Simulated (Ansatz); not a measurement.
Here is an Ansatz input file for LuB2Rh3, space group P6/mmm. Write the same calculation for the Python package.

```yaml
crystal:
  lattice:
    - [5.403814, 0.0, 0.0]
    - [-2.701907, 4.679841, 0.0]
    - [0.0, 0.0, 3.118804]
  atoms:
    - { symbol: Lu, position: [0.0, 0.0, 0.5] }
    - { symbol: B, position: [0.333333, 0.666667, 0.5] }
    - { symbol: B, position: [0.666667, 0.333333, 0.5] }
    - { symbol: Rh, position: [0.5, 0.5, 0.0] }
    - { symbol: Rh, position: [0.5, 0.0, 0.0] }
    - { symbol: Rh, position: [0.0, 0.5, 0.0] }
kpoints:
  mp_grid: { kspacing: 0.3 }
hamiltonian:
  xc: lda
scf:
  occupations: { method: fermi_dirac, width: 0.15 }
basis:
  ecutwfc: "38 Ry"
output:
  forces: true
```

The program run on that file:
```console
$ ansatz run input.yaml --threads 1 --pin off --max-ram 3072MiB --backend cpu --events-out ev --progress --plain --runs-dir out
Warning: the atoms were moved onto the symmetric positions of the space group found under crystal.symmetry.tolerance 1.0e-5 (fractional; no operation is sought that the atoms, as they stand in a round, miss by more than twice it, and no atom is moved by as much as it), and the run uses the moved positions. Before a round's move an operation carried an atom to 5.40e-6 Å from where it should land, [...]
band count auto-derived: 50 (N_el = 82.0; filled up to band 41; 49 by the electrons, moments and atoms)
Engine: ansatz 0.2.0, x86_64-unknown-linux-gnu
Pseudopotentials: kind: paw
Pseudopotential: Lu, paw, valence charge 25, recommended cutoff 420 eV (normal), Lu.paw.azcp
Pseudopotential: B, paw, valence charge 3, recommended cutoff 420 eV (normal), B.paw.azcp
Pseudopotential: Rh, paw, valence charge 17, recommended cutoff 420 eV (normal), Rh.paw.azcp
Functional definition: SPW92
  exchange = slater_x
  correlation = pw_c
Crystal: 6 atoms, lattice volume = 78.871 Å³
Basis set: ecut = 517.016338673772 eV, 2105 PW (Γ)
Bands: 50, of which v1, the nominal top of the filled ones, is band 41 counted from 1 (40 counted from 0)
Symmetry: 24 space group operations
Space group: P6/mmm (ITA 191), of the structure as read, at distance tolerance 4.3e-5 Å
k-points: 20 of 175
Non-local potential: Lu, projectors of the file, l = 0: 3, l = 1: 2, l = 2: 2, l = 3: 3
Non-local potential: B, projectors of the file, l = 0: 2, l = 1: 2, l = 2: 1
Non-local potential: Rh, projectors of the file, l = 0: 3, l = 1: 2, l = 2: 2, l = 3: 1
PAW form: soft (Blöchl's): semilocal exchange-correlation on the pseudo side does not see the compensation charge
PAW frozen core: Lu, regenerated for the run's functional, and the local potential with it (the file was generated under x = pbe(κ = 0.804, μ = 0.2195149727645171), c = pbe(β = 0.06672455060314922))
PAW frozen core: B, regenerated for the run's functional, and the local potential with it (the file was generated under x = pbe(κ = 0.804, μ = 0.2195149727645171), c = pbe(β = 0.06672455060314922))
PAW frozen core: Rh, regenerated for the run's functional, and the local potential with it (the file was generated under x = pbe(κ = 0.804, μ = 0.2195149727645171), c = pbe(β = 0.06672455060314922))
PAW one-centre angular grid: Lu, 590 points (default); XC on 64 Gauss nodes
PAW one-centre angular grid: B, 110 points (default); XC on 64 Gauss nodes
PAW one-centre angular grid: Rh, 590 points (default); XC on 64 Gauss nodes
Initial density: superposition of atomic densities (neutral atoms: chi_scale 0, normalization atom), corrected by the library's trained network
Initial wavefunctions: pseudopotential atomic-orbital guess
Functional: x = slater, c = lda
SCF iter   1: F=—  HF=-33632.779427 eV  |F-HF|=—  |Δ(HF+E_count)|=         —  Δρ=9.32e-3  dr2=7.71e-2  ethr=1.77e-3  ⟨swp⟩=5.5  Hψ=4049  notcnv=0
preconditioner: auto → Kerker (q_TF=auto, 2.746 Å⁻¹)  [metal: Δε(μ)=0.152 eV  Ē_g=9.780 eV  σ=0.150 eV  W_gap=0.25  n_scr=32 (ndim 8)  ℏωp=31.3 eV  f_vac=0.000  D(μ)=2.28/eV (n_scr^D=8)]
SCF iter   2: F=—  HF=-33632.765676 eV  |F-HF|=—  |Δ(HF+E_count)|=   1.38e-2  Δρ=4.84e-3  dr2=2.10e-2  ethr=9.40e-5  ⟨swp⟩=2.0  Hψ=1998  notcnv=0
SCF iter   3: F=—  HF=-33632.764666 eV  |F-HF|=—  |Δ(HF+E_count)|=   1.01e-3  Δρ=1.84e-3  dr2=4.02e-3  ethr=2.56e-5  ⟨swp⟩=2.4  Hψ=1711  notcnv=0
SCF iter   4: F=—  HF=-33632.762065 eV  |F-HF|=—  |Δ(HF+E_count)|=   2.60e-3  Δρ=9.26e-4  dr2=1.01e-3  ethr=4.90e-6  ⟨swp⟩=3.0  Hψ=1746  notcnv=0
SCF iter   5: F=—  HF=-33632.761807 eV  |F-HF|=—  |Δ(HF+E_count)|=   2.58e-4  Δρ=3.07e-4  dr2=1.13e-4  ethr=1.24e-6  ⟨swp⟩=2.1  Hψ=1711  notcnv=0
SCF iter   6: F=—  HF=-33632.761797 eV  |F-HF|=—  |Δ(HF+E_count)|=   9.86e-6  Δρ=1.32e-4  dr2=9.41e-6  ethr=1.38e-7  ⟨swp⟩=2.1  Hψ=1659  notcnv=0
SCF iter   7: F=—  HF=-33632.761795 eV  |F-HF|=—  |Δ(HF+E_count)|=   2.12e-6  Δρ=2.93e-5  dr2=5.48e-7  ethr=1.15e-8  ⟨swp⟩=2.1  Hψ=1804  notcnv=0
SCF iter   8: F=-33632.761795 eV  HF=-33632.761795 eV  |F-HF|=3.89e-8  |Δ(HF+E_count)|=   1.51e-7  Δρ=8.68e-6  dr2=6.22e-8  ethr=1.22e-10  ⟨swp⟩=6.0  Hψ=4914  notcnv=0
SCF 1 converged in 8 iterations: F = -33632.761795 eV  dr2 = 6.22e-8
  greatest PAW one-centre occupation: 1.000 electrons in one spin orbital (limit 2), on the Rh atom at site 3 (counted from 0), in its partial waves of l = 0
SCF converged after 8 iterations
Free energy (F): -33632.761795 eV
Harris-Foulkes:  -33632.761795 eV  (|F-HF|=3.89e-8)
Internal energy: -33632.590495 eV  (E = F + TS)
E sigma→0 (E₀):  -33632.676145 eV
Entropy (-TS):   -0.171299 eV (-28.550 meV/atom)
Fermi energy:    18.512404 eV
--- Per-component energies (eV) ---
  E_band       = -272.892104
  E_kinetic    = 2235.269237
  E_local      = -11648.878011  (includes V_loc(G=0)·N_el)
  E_nonlocal   = 1691.151282
  E_hartree    = 4551.732580
  E_xc         = -943.705128
  E_vxc        = -1170.549950  (∫ρ·V_xc dr)
  E_paw        = -17672.742206  (= ΣΔE_a)
  E_vpaw       = -483.358113  (= ΣTr[D̂ρ^β])
  E_aug_tail   = 0.001404  (compensation charges beyond the density's cutoff)
  E_ewald      = -11849.697403
  E_core_change = 4.277750  (= ΣΔE_core)
  E_smearing   = -0.171299  (= −TS)
  E_closure    = 0.000000  (closes the sum)
  Σ components = -33632.761795   (vs F -33632.761795, Δ=0.00e0)
--- Forces (eV/Å), atoms counted from 1 ---
  atom   1  Lu     0.00000000    -0.00000000     0.00000000
  atom   2  B      0.00000000     0.00000000     0.00000000
  atom   3  B      0.00000000    -0.00000000     0.00000000
  atom   4  Rh    -0.00000000     0.00000000     0.00000000
  atom   5  Rh    -0.00000000    -0.00000000     0.00000000
  atom   6  Rh     0.00000000    -0.00000000     0.00000000
  max |Σ_I F_I| component: 2.73e-29 eV/Å
```

`run_deck.py`:
```python
# -*- coding: utf-8 -*-
'''Single point of LuB2Rh3 through the engine session.'''

import json

import ansatz as az
import pandas as pd

inputs = {
    'crystal': {
        'lattice': [[5.403814, 0.0, 0.0], [-2.701907, 4.679841, 0.0], [0.0, 0.0, 3.118804]],
        'atoms': [
            {'symbol': 'Lu', 'position': [0.0, 0.0, 0.5]},
            {'symbol': 'B', 'position': [0.333333, 0.666667, 0.5]},
            {'symbol': 'B', 'position': [0.666667, 0.333333, 0.5]},
            {'symbol': 'Rh', 'position': [0.5, 0.5, 0.0]},
            {'symbol': 'Rh', 'position': [0.5, 0.0, 0.0]},
            {'symbol': 'Rh', 'position': [0.0, 0.5, 0.0]},
        ],
    },
    'kpoints': {'mp_grid': {'kspacing': 0.3}},
    'hamiltonian': {'xc': 'lda'},
    'scf': {'occupations': {'method': 'fermi_dirac', 'width': 0.15}},
    'basis': {'ecutwfc': '38 Ry'},
    'output': {'forces': True},
}

result = az.Session.from_dict(inputs).plan().execute()
rep = result.report

print(f'free energy      {rep["free_energy_ev"]:.5f} eV')
print(f'per atom         {rep["free_energy_ev"] / len(result.lattice.sites):.5f} eV')
print(f'SCF iterations   {rep["n_iterations"]}  (converged: {rep["converged"]})')

# forces, one row an atom
table = pd.DataFrame(rep['forces_ev_ang'], columns=['fx', 'fy', 'fz'])
table.insert(0, 'atom', [site['symbol'] for site in rep['lattice']['sites']])
print(table.round(4).to_string())

print('energy terms (eV)')
for term, value in rep['components'].items():
    if abs(value) > 1e-9:
        print(f'  {term:26s} {value:16.5f}')

keep = ['free_energy_ev', 'energy_sigma0_ev', 'fermi_energy_ev', 'n_iterations', 'converged', 'magnetization_mub', 'n_kpoints']
with open('lub2rh3.json', 'w') as handle:
    json.dump({key: rep[key] for key in keep}, handle, indent=1)
```

```console
$ python run_deck.py
DeckWarning: the atoms were moved onto the symmetric positions of the space group found under crystal.symmetry.tolerance 1.0e-5 (fractional; no operation is sought that the atoms, as they stand in a round, miss by more than twice it, and no atom is moved by as much as it), and the run uses the moved positions. Before a round's move an operation carried an atom to 5.40e-6 Å from where it should land, the largest such distance. Atom 1 (counting from 0) moved farthest, by 3.12e-6 Å; the longest [...]
free energy      -33632.76179 eV
per atom         -5605.46030 eV
SCF iterations   8  (converged: True)
  atom   fx   fy   fz
0   Lu  0.0 -0.0  0.0
1    B  0.0  0.0  0.0
2    B  0.0 -0.0  0.0
3   Rh -0.0  0.0  0.0
4   Rh -0.0 -0.0  0.0
5   Rh  0.0 -0.0  0.0
energy terms (eV)
  e_band                           -272.89210
  e_kinetic                        2235.26924
  e_local                        -11648.87801
  e_nonlocal                       1691.15128
  e_hartree                        4551.73258
  e_xc                             -943.70513
  e_vxc                           -1170.54995
  e_paw                          -17672.74221
  e_vpaw                           -483.35811
  e_augmentation_tail                 0.00140
  e_ewald                        -11849.69740
  e_core_change                       4.27775
  e_smearing                         -0.17130
```
(Warnings from the package without file and line, shortened, repeats left out.)

Notes:
- Total energies depend on the potentials; only differences at equal settings carry meaning.
- Spin is left out of this run.
- The energy terms are those on the plane-wave grid, with the one-centre PAW part apart; e_band, e_vxc and e_vpaw aren't summands of the total.
- The mesh is modest for a metal, so energies can be off by several to tens of meV an atom and pressures by half a GPa or more; differences at equal mesh fare better.
- This cell is a computed structure, which may not be the phase found in nature.
- Gaps and levels are Kohn-Sham values on a finite set of k-points, without spin-orbit coupling.
- Timing: 6.4 s on 1 thread of Intel(R) Xeon(R) Platinum 8259CL CPU @ 2.50GHz (Skylake/Cascade Lake), on a shared host, peak memory 0.54 GiB.

(Lines on the test bed's own set-up are left out of the output.)
